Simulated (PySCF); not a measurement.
# GeH5P: the cost of one run

Programs: PySCF 2.14.0, with density-fitted response routines of our own. Each step states its level of theory. These are calculated values for one molecule in the gas phase, unless marked as measured. Atoms are numbered from 0 throughout.

### Step 1. The starting structure

7 atoms, charge 0, multiplicity 1; geometry from: GFN2-xTB. The atoms were then displaced at random by about 0.01 Å, so the start is not that level's minimum.

Bonds of the start (Å): P0–Ge1 2.31, P0–H2 1.39, P0–H3 1.37, Ge1–H4 1.49, Ge1–H5 1.51, Ge1–H6 1.50.

### Step 2. Optimising the geometry at PBE0-D3(BJ)/def2-SVP

The job: settings as JSON, then the geometry in Å.

```
{"job": {"xc": "PBE0", "basis": "def2-SVP", "d3": "d3bj", "grid": 1, "shake": 0.01, "kind": "geom"}, "charge": 0, "multiplicity": 1}
P      1.300320    -0.149300     0.873070
Ge    -0.778540     0.169440    -0.094340
H      1.921530     0.537620    -0.164970
H      1.500130    -1.359570     0.263820
H     -1.809080    -0.686170     0.567240
H     -1.243360     1.593580     0.065300
H     -0.857050    -0.134700    -1.560050
```

Run with:

```
$ OMP_NUM_THREADS=1 python probes_run.py task.json out
```

The driver reads the jobs from task.json and runs them one after another.

Q: Estimate the wall time and peak memory of this first job on 1 thread of Arm Neoverse V1, shared host.

About 8.8 s, with a peak of 0.32 GiB.
